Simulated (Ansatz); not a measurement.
# Ta4NiO11 (Cmmm) in Ansatz: notebook

The runs below take Ta4NiO11 through relaxation of cell and atoms, with PBE.

All numbers are computed with Ansatz 0.2.0; they aren't measurements. Logs are shortened: lines on timing, memory, paths and dates and some standing lists are left out, and cuts for length are marked.

## 1. Starting point

It takes space group Cmmm (No. 65, orthorhombic). The conventional cell has a = 3.910 Å, b = 29.659 Å, c = 3.886 Å, α = 90.00°, β = 90.00°, γ = 90.00°. Ta (site symmetry m2m) has 5 O at 1.91 to 2.02 Å as nearest neighbours. Ta (site symmetry m2m) has 5 O at 1.91 to 1.99 Å as nearest neighbours. Around Ni (site symmetry mmm) lie 4 O at 1.88 to 1.95 Å. O (site symmetry m2m) is surrounded by 2 Ta at 1.91 Å. O (site symmetry m2m) has 3 Ta at 2.02 to 2.21 Å as nearest neighbours. O (site symmetry m2m) is surrounded by 1 Ni at 1.88 Å and 2 Ta at 1.99 Å. O (site symmetry mmm) is surrounded by 2 Ni at 1.95 Å and 2 Ta at 2.24 Å. Around O (site symmetry m2m) lie 2 Ta at 1.95 Å.

The cell was built by a generator and needn't be a form met in nature.

## 2. Relaxation of cell and atoms, PBE, collinear spin, ferromagnetic start, target pressure 10 GPa, at which the enthalpy is minimised

Input file input.yaml:

```yaml
crystal:
  lattice:
    - [1.95495, -14.82973, 0.0]
    - [1.95495, 14.82973, 0.0]
    - [0.0, 0.0, 3.8859]
  atoms:
    - { symbol: Ta, position: [0.20437, 0.79563, 0.0] }
    - { symbol: Ta, position: [0.92451, 0.07549, 0.0] }
    - { symbol: Ta, position: [0.07549, 0.92451, 0.0] }
    - { symbol: Ta, position: [0.79563, 0.20437, 0.0] }
    - { symbol: Ni, position: [0.5, 0.5, 0.0], spin: 1.0 }
    - { symbol: O, position: [0.13987, 0.86013, 0.0] }
    - { symbol: O, position: [0.72107, 0.27893, 0.0] }
    - { symbol: O, position: [0.43645, 0.56355, 0.0] }
    - { symbol: O, position: [0.56355, 0.43645, 0.0] }
    - { symbol: O, position: [0.0, 0.0, 0.0] }
    - { symbol: O, position: [0.86013, 0.13987, 0.0] }
    - { symbol: O, position: [0.27893, 0.72107, 0.0] }
    - { symbol: O, position: [0.9279, 0.0721, 0.5] }
    - { symbol: O, position: [0.0721, 0.9279, 0.5] }
    - { symbol: O, position: [0.79436, 0.20564, 0.5] }
    - { symbol: O, position: [0.20564, 0.79436, 0.5] }
hamiltonian:
  xc: pbe
  pseudopotentials: { kind: paw }
magnetization:
  spin_polarized: true
kpoints:
  mp_grid: { grid: [5, 5, 5] }
scf:
  occupations: { method: fermi_dirac, width: 0.05 }
output:
  forces: true
  stress: true
  eigenvalues: true
relax:
  f_tol: 0.01
  max_steps: 40
  cell: { stress_tol: 0.05, p_target: 10.0 }
```

Potentials or basis: Ansatz PAW.

Run with:

```bash
> ansatz run input.yaml --threads 8 --pin off --max-ram 20480MiB --backend cpu --events-out ev --progress --plain --runs-dir out
```

The program printed:

```text
Warning: RAYON_NUM_THREADS=8 ignored (pool sized by the plan → 8); use --threads N
basis.fft_grid_basis auto: the FFT boxes are laid along the combinations [[1, 1, 0], [0, 1, 0], [0, 0, 1]] of the cell's own vectors, 3.910, 14.958 and 3.886 Å long. The dense box has 27×100×27 points. Along the cell's own vectors, as sized, it would have 100×100×27, 3.70 times as many. Of the 8 symmetry operations that the crystal satisfies within crystal.symmetry.tolerance (time reversal apart; of a slab, those that keep its plane) the dense box along the cell's own vectors carries 8, and the one as laid loses 4 of those. basis.fft_grid_basis: typed keeps the cell's own vectors: state it where this run's energies or levels are differenced outside the engine with another run's, or held beside a run that keeps those vectors.
Engine: ansatz 0.2.0, aarch64-unknown-linux-gnu
Pseudopotentials: kind: paw
Pseudopotential: Ta, paw, valence charge 13, recommended cutoff 420 eV (normal), Ta.paw.azcp
Pseudopotential: Ni, paw, valence charge 18, recommended cutoff 420 eV (normal), Ni.paw.azcp
Pseudopotential: O, paw, valence charge 6, recommended cutoff 420 eV (normal), O.paw.azcp
Functional definition: PBE
  parameter kappa = 0.804
  parameter beta = 0.06672455060314922
  exchange = pbe_x(kappa = kappa, mu = beta*pi^2/3)
  correlation = pbe_c(beta = beta)
Crystal: 16 atoms, lattice volume = 225.315 Å³
Basis set: ecut = 420 eV, 4447 PW (Γ), FFT grids on a1+a2, a2, a3, exchange–correlation on 54×200×54 points (8 copies of the dense FFT grid, shifted against one another)
Bands: 85, of which v1, the nominal top of the filled ones, is band 68 counted from 1 (67 counted from 0)
Symmetry: 8 space group operations
Space group: Cmmm (ITA 65), of the structure as read, at distance tolerance 6.1e-5 Å
Magnetic group: BNS 65.481 (UNI 579), of the structure as read, at distance tolerance 6.1e-5 Å
k-points: 27 of 125
Non-local potential: Ta, projectors of the file, l = 0: 3, l = 1: 2, l = 2: 2, l = 3: 1
Non-local potential: Ni, projectors of the file, l = 0: 3, l = 1: 2, l = 2: 3, l = 3: 1
Non-local potential: O, projectors of the file, l = 0: 2, l = 1: 2, l = 2: 1
PAW form: soft (Blöchl's): semilocal exchange-correlation on the pseudo side does not see the compensation charge
PAW one-centre angular grid: Ta, 590 points (default); XC on 64 Gauss nodes
PAW one-centre angular grid: Ni, 590 points (default); XC on 64 Gauss nodes
PAW one-centre angular grid: O, 110 points (default); XC on 64 Gauss nodes
Initial density: superposition of atomic densities (chi_scale 0.1, normalization cell, long waves 35 % of neutral atoms (reshape's long-wave potential 1.35 eV rms, cloud 2.36 Å wide))
Starting moments: Σ|m| = 1 μB on 1 of 16 sites
Initial wavefunctions: pseudopotential atomic-orbital guess
Functional: x = pbe(κ = 0.804, μ = 0.2195149727645171), c = pbe(β = 0.06672455060314922)
SCF iter   1: F=—  HF=-51824.531290 eV  |F-HF|=—  |Δ(HF+E_count)|=         —  Δρ=7.96e-2 (↑4.97e-2 ↓7.96e-2)  dr2=4.98e1  dr2_m=6.37e-1  M=0.411 μB ∫|m|=0.485 μB  β_m=0.30  ethr=3.10e-3  ⟨swp⟩=5.6  Hψ=16309  notcnv=0  defer=52
Mixer restart at iter 1: flushing history
preconditioner: auto → Resta (q_TF=auto, 2.508 Å⁻¹)  ε∞=5.5  [insulator: Δε(μ)=0.214 eV  Ē_g=11.377 eV  σ=0.050 eV  W_gap=0.55  n_scr=64 (ndim 8)  ℏωp=24.2 eV  f_vac=0.094  D(μ)=2.36/eV (n_scr^D=6)  ε∞_Penn≈5.5]
spin=Collinear: Resta preconditioning applied to the charge; magnetization (m = ρ↑ − ρ↓) channel mixes plain (no charge-response kernel on spin).
SCF iter   2: F=—  HF=-51824.690567 eV  |F-HF|=—  |Δ(HF+E_count)|=   1.59e-1  Δρ=2.88e-2 (↑2.67e-2 ↓2.88e-2)  dr2=4.35e0  dr2_m=5.78e-2  M=0.809 μB ∫|m|=0.845 μB  β_m=0.32  ethr=3.10e-3  ⟨swp⟩=3.0  Hψ=10113  notcnv=0  defer=512
preconditioner: auto → Kerker (q_TF=auto, 2.508 Å⁻¹)  [metal: Δε(μ)=0.011 eV  Ē_g=11.074 eV  σ=0.050 eV  W_gap=0.06  n_scr=64 (ndim 8)  ℏωp=24.2 eV  f_vac=0.102  D(μ)=3.37/eV (n_scr^D=12)]
spin=Collinear: Kerker preconditioning applied to the charge; magnetization (m = ρ↑ − ρ↓) channel mixes plain (no charge-response kernel on spin).
SCF iter   3: F=—  HF=-51823.978525 eV  |F-HF|=—  |Δ(HF+E_count)|=   7.12e-1  Δρ=2.07e-2 (↑1.76e-2 ↓2.07e-2)  dr2=2.65e0  dr2_m=3.75e-2  M=0.796 μB ∫|m|=0.825 μB  β_m=0.50  ethr=3.10e-3  ⟨swp⟩=2.2  Hψ=6439  notcnv=0  defer=494
SCF iter   4: F=—  HF=-51823.897598 eV  |F-HF|=—  |Δ(HF+E_count)|=   8.09e-2  Δρ=7.17e-3 (↑7.17e-3 ↓6.60e-3)  dr2=5.99e-1  dr2_m=6.59e-3  M=0.771 μB ∫|m|=0.811 μB  β_m=0.58  ethr=1.95e-3  ⟨swp⟩=2.0  Hψ=5789  notcnv=0  defer=511
SCF iter   5: F=—  HF=-51823.832996 eV  |F-HF|=—  |Δ(HF+E_count)|=   6.46e-2  Δρ=2.98e-3 (↑2.92e-3 ↓2.98e-3)  dr2=2.20e-1  dr2_m=2.50e-3  M=0.756 μB ∫|m|=0.798 μB  β_m=0.67  ethr=4.40e-4  ⟨swp⟩=2.1  Hψ=6050  notcnv=0  defer=527
SCF iter   6: F=—  HF=-51823.853203 eV  |F-HF|=—  |Δ(HF+E_count)|=         —  Δρ=1.24e-2 (↑1.24e-2 ↓1.00e-2)  dr2=1.11e-1  dr2_m=2.49e-1  M=0.406 μB ∫|m|=0.475 μB  β_m=1.00  ethr=1.62e-4  ⟨swp⟩=2.2  Hψ=6636  notcnv=0  defer=527
[... 155 lines left out ...]
Free energy (F): -51823.563857 eV
Harris-Foulkes:  -51823.563857 eV  (|F-HF|=0.00e0)
Internal energy: -51823.548033 eV  (E = F + TS)
E sigma→0 (E₀):  -51823.555945 eV
Entropy (-TS):   -0.015825 eV (-0.989 meV/atom)
Fermi energy:    8.511553 eV
--- Per-component energies (eV) ---
  E_band       = -1530.322756
  E_kinetic    = 3669.200778
  E_local      = -15574.376953  (includes V_loc(G=0)·N_el)
  E_nonlocal   = 1229.465602
  E_hartree    = 6239.304251
  E_xc         = -1764.915356
  E_vxc        = -1953.509353  (∫ρ·V_xc dr)
  E_paw        = -36962.584697  (= ΣΔE_a)
  E_vpaw       = -1379.738855  (= ΣTr[D̂ρ^β])
  E_aug_tail   = 0.027952  (compensation charges beyond the density's cutoff)
  E_ewald      = -8659.669611
  E_smearing   = -0.015825  (= −TS)
  E_closure    = 0.000000  (closes the sum)
  Σ components = -51823.563857   (vs F -51823.563857, Δ=0.00e0)
--- Forces (eV/Å), atoms counted from 1 ---
  atom   1  Ta    -0.00000000    -0.00475479     0.00000000
  atom   2  Ta     0.00000000    -0.00169319     0.00000000
  atom   3  Ta    -0.00000000     0.00169319    -0.00000000
  atom   4  Ta     0.00000000     0.00475479    -0.00000000
  atom   5  Ni     0.00000000     0.00000000     0.00000000
  atom   6  O     -0.00000000    -0.00129112    -0.00000000
[... 8 lines left out ...]
  atom  15  O     -0.00000000    -0.00137687     0.00000000
  atom  16  O      0.00000000     0.00137687    -0.00000000
  max |Σ_I F_I| component: 8.67e-19 eV/Å
--- Stress (GPa, compression-positive) ---
        9.998785       0.000000      -0.000000
        0.000000       9.996294       0.000000
       -0.000000       0.000000       9.988973
  P = ⅓ Tr σ = 9.9947 GPa (99.947 kbar)
--- Band table (eV; the first three rows and the last of 54) ---
  k-point 0 ↑: bands = ["-94.8851", "-60.3218", "-60.3120", "-60.2206", "-60.2206", "-55.7157", "-55.6693", "-54.4939", "-27.1357", "-26.9855", "-26.9612", "-26.9461", "-26.8932", "-26.8861", "-26.8836", "-26.8822", "-26.7869", "-26.7662", "-26.6794", "-26.6789", "-11.3803", "-11.0791", "-11.0423", "-10.4234", "-10.3943", "-9.9693", "-9.7873", "-9.7028", "-9.6942", "-9.6223", "-9.6164", "1.5463", "1.6529", "2.3157", "2.3749", "2.5735", "3.1652", "3.1974", "3.4422", "4.0240", "4.1887", "4.3245", "4.3577", "4.5365", "4.5903", "4.7053", "4.7327", "5.0578", "5.0854", "5.1291", "5.6443", "5.7398", "5.7663", "5.9646", "6.2146", "6.2875", "6.3475", "6.4100", "6.4520", "6.4630", "6.5343", "6.6216", "6.6701", "6.7272", "6.8172", "7.1632", "7.3638", "7.9577", "8.0146", "9.5957", "9.8648", "9.8983", "10.1057", "10.2255", "10.3661", "11.0114", "11.1530", "12.0338", "12.1646", "12.5311", "12.6785", "12.9684", "13.6096", "13.7807", "14.7304"]
[... 3 lines left out ...]
--- Relaxed structure (7 steps of the walk, 7 accepted, 2 SCFs on fresh bases) ---
  F+E_penalty+E_count = -51823.56385743 eV   max|allowed force component| = 4.755e-3 eV/Å   (the final SCF, on the basis selected at the relaxed cell)
  cell:  # Å, volume = 215.1897 Å³
    - [1.929911118770523, -14.554382445612324, 0.0]
    - [1.929911118770523, 14.554382445612324, 0.0]
    - [0.0, 0.0, 3.8305443438556765]
  atoms:
    - { symbol: Ta, position: [0.20448518823818868, 0.7955148117618112, 0.0] }
    - { symbol: Ta, position: [0.9250779021202177, 0.07492209787978221, 0.0] }
    - { symbol: Ta, position: [0.07492209787978221, 0.9250779021202177, 0.0] }
    - { symbol: Ta, position: [0.7955148117618112, 0.20448518823818868, 0.0] }
    - { symbol: Ni, position: [0.49999999999999994, 0.49999999999999994, 0.0] }
    - { symbol: O, position: [0.1396838847235884, 0.8603161152764114, 0.0] }
    - { symbol: O, position: [0.7205316098403934, 0.27946839015960656, 0.0] }
    - { symbol: O, position: [0.43618655501657766, 0.5638134449834223, 0.0] }
    - { symbol: O, position: [0.5638134449834223, 0.43618655501657766, 0.0] }
    - { symbol: O, position: [2.6502389964348334e-20, -2.6502389964348316e-20, 0.0] }
    - { symbol: O, position: [0.8603161152764114, 0.1396838847235884, 0.0] }
    - { symbol: O, position: [0.27946839015960656, 0.7205316098403934, 0.0] }
    - { symbol: O, position: [0.9298092645520384, 0.0701907354479614, 0.5] }
    - { symbol: O, position: [0.0701907354479614, 0.9298092645520384, 0.5] }
    - { symbol: O, position: [0.7932820064744238, 0.20671799352557607, 0.5] }
    - { symbol: O, position: [0.20671799352557607, 0.7932820064744238, 0.5] }
```

It took 2.8 min on 8 threads of Arm Neoverse V1, shared host; peak memory 1.6 GiB.

Results:

| Quantity | Value |
| --- | --- |
| Free energy | -51823.5639 eV |
| Relaxed volume | 13.45 Å³/atom |
| Relaxed cell | a = 14.682 Å, b = 14.682 Å, c = 3.831 Å, α = 90.00°, β = 90.00°, γ = 164.89° |
| Space group after relaxing (to 0.05 Å) | Cmmm (No. 65) |
| Energy change on relaxing (the enthalpy is what falls) | +18.6 meV/atom |
| Ionic steps | 9 |
| Pressure after relaxing | 10.0 GPa |
| Largest force after relaxing | 0.005 eV/Å |
| Band gap on the k mesh | none (metal or under the smearing width) |
| Net moment | 0.40 μB per cell |
| Absolute moment | 0.45 μB per cell |
| Site moments | Ta -0.00; Ni +0.31; O -0.00, +0.06, +0.00 μB |

Forces in eV/Å, atoms in the order of the input:
```
Ta   0.000 -0.005  0.000
Ta   0.000 -0.002  0.000
Ta   0.000  0.002  0.000
Ta   0.000  0.005  0.000
Ni   0.000  0.000  0.000
O    0.000 -0.001  0.000
O    0.000  0.001  0.000
O    0.000 -0.001  0.000
O    0.000  0.001  0.000
O    0.000  0.000  0.000
O    0.000  0.001  0.000
O    0.000 -0.001  0.000
O    0.000 -0.001  0.000
O    0.000  0.001  0.000
O    0.000 -0.001  0.000
O    0.000  0.001  0.000
```

Step by step:
```tsv
step	energy change (eV)	largest force (eV/Å)	volume (Å³)
1	0.0000	0.1066	225.32
2	0.3864	0.2147	213.58
3	0.2424	0.0928	215.66
4	0.2468	0.0301	215.56
5	0.2540	0.0157	215.42
6	0.2542	0.0084	215.42
7	0.2836	0.0082	215.42
8	0.2969	0.0048	215.19
9	0.2978	0.0048	215.19
```

Final structure:
```xyz
16
Lattice="1.9299 -14.5544 0.0000 1.9299 14.5544 0.0000 0.0000 0.0000 3.8305" Properties=species:S:1:pos:R:3 pbc="T T T"
Ta    1.9299    8.6021    0.0000
Ta    1.9299  -12.3735    0.0000
Ta    1.9299   12.3735    0.0000
Ta    1.9299   -8.6021    0.0000
Ni    1.9299    0.0000    0.0000
O     1.9299   10.4884    0.0000
O     1.9299   -6.4194    0.0000
O     1.9299    1.8575    0.0000
O     1.9299   -1.8575    0.0000
O     0.0000    0.0000    0.0000
O     1.9299  -10.4884    0.0000
O     1.9299    6.4194    0.0000
O     1.9299  -12.5112    1.9153
O     1.9299   12.5112    1.9153
O     1.9299   -8.5371    1.9153
O     1.9299    8.5371    1.9153
```

Levels at points of the mesh, in eV from the Fermi level:
Spin up:
```
           k point  band 65  band 66  band 67  band 68  band 69  band 70  band 71  band 72
(0.00, 0.00, 0.00)    -1.69    -1.35    -1.15    -0.55    -0.50     1.08     1.35     1.39
```
Spin down:
| k point | band 64 | band 65 | band 66 | band 67 | band 68 | band 69 | band 70 | band 71 | band 72 | band 73 |
| --- | --- | --- | --- | --- | --- | --- | --- | --- | --- | --- |
| (0.00, 0.00, 0.00) | -1.78 | -1.21 | -1.05 | -1.03 | -0.41 | -0.10 | 1.08 | 1.35 | 1.40 | 1.59 |

Caveat: the plane-wave basis is chosen anew once the cell has moved, so the energies of steps on either side of that aren't comparable; the pressure holds a Pulay correction of +0.6 GPa for the finite cutoff; a cell with one magnetic atom can't hold antiferromagnetic order, which such compounds often take; semilocal functionals often make such compounds metallic where correlation or magnetic order opens a gap, which also shifts bond lengths. With open d or f shells a metallic result of PBE can be an artefact of self-interaction; +U or a hybrid may open a gap.

## 3. Relaxation of cell and atoms, PBE, collinear spin, ferromagnetic start, target pressure 20 GPa, at which the enthalpy is minimised

input.yaml: that of step 2 with these lines changed.

```diff
@@ -38,2 +38,2 @@
   max_steps: 40
-  cell: { stress_tol: 0.05, p_target: 10.0 }
+  cell: { stress_tol: 0.05, p_target: 20.0 }
```

Potentials or basis: Ansatz PAW.

Run with:

```bash
> ansatz run input.yaml --threads 8 --pin off --max-ram 20480MiB --backend cpu --events-out ev --progress --plain --runs-dir out
```

Wall time 3.2 min (8 threads of Arm Neoverse V1, shared host); peak memory 1.6 GiB.

The run converged. Its results:

```
Free energy                                            : -51822.7952 eV
Relaxed volume                                         : 12.93 Å³/atom
Relaxed cell                                           : a = 14.457 Å, b = 14.457 Å, c = 3.779 Å, α = 90.00°, β = 90.00°, γ = 164.81°
Space group after relaxing (to 0.05 Å)                 : Cmmm (No. 65)
Energy change on relaxing (the enthalpy is what falls) : +66.6 meV/atom
Ionic steps                                            : 10
Pressure after relaxing                                : 20.0 GPa
Band gap on the k mesh                                 : none (metal or under the smearing width)
Net moment                                             : 0.40 μB per cell
Absolute moment                                        : 0.44 μB per cell
Site moments                                           : Ta -0.00; Ni +0.30; O -0.00, +0.00, +0.06 μB
```

The path:
| step | energy change (eV) | largest force (eV/Å) | volume (Å³) |
| --- | --- | --- | --- |
| 1 | 0.0000 | 0.1066 | 225.32 |
| 2 | 1.7363 | 0.3546 | 202.38 |
| 3 | 0.8743 | 0.1409 | 208.24 |
| 4 | 0.9367 | 0.0864 | 207.66 |
| 5 | 0.9824 | 0.0512 | 207.23 |
| 6 | 0.9821 | 0.0445 | 207.23 |
| 7 | 0.9819 | 0.0007 | 207.23 |
| 8 | 1.0261 | 0.0010 | 207.23 |
| 9 | 1.0652 | 0.0012 | 206.91 |
| 10 | 1.0664 | 0.0012 | 206.91 |

Final structure:
```
Ta Ni O
1.0
     1.91033  -14.33005    0.00000
     1.91033   14.33005    0.00000
     0.00000    0.00000    3.77911
Ta Ni O
4 1 11
Direct
  0.20469 0.79531 0.00000
  0.92539 0.07461 0.00000
  0.07461 0.92539 0.00000
  0.79531 0.20469 0.00000
  0.50000 0.50000 0.00000
  0.13966 0.86034 0.00000
  0.71981 0.28019 0.00000
  0.43558 0.56442 0.00000
  0.56442 0.43558 0.00000
  0.00000 0.00000 0.00000
  0.86034 0.13966 0.00000
  0.28019 0.71981 0.00000
  0.93186 0.06814 0.50000
  0.06814 0.93186 0.50000
  0.79145 0.20855 0.50000
  0.20855 0.79145 0.50000
```

Levels at points of the mesh, in eV from the Fermi level:
Spin up:
```tsv
k point	band 64	band 65	band 66	band 67	band 68	band 69	band 70	band 71	band 72	band 73
(0.00, 0.00, 0.00)	-1.75	-1.63	-1.36	-1.19	-0.59	-0.49	1.19	1.45	1.49	1.76
```
Spin down:
```tsv
k point	band 65	band 66	band 67	band 68	band 69	band 70	band 71	band 72
(0.00, 0.00, 0.00)	-1.24	-1.11	-1.08	-0.45	-0.09	1.19	1.44	1.50
```

Caveat: the plane-wave basis is chosen anew once the cell has moved, so the energies of steps on either side of that aren't comparable; the pressure holds a Pulay correction of +0.6 GPa for the finite cutoff; a cell with one magnetic atom can't hold antiferromagnetic order, which such compounds often take; semilocal functionals often make such compounds metallic where correlation or magnetic order opens a gap, which also shifts bond lengths. The run has no spin-orbit coupling, so splittings on Ta are missing.
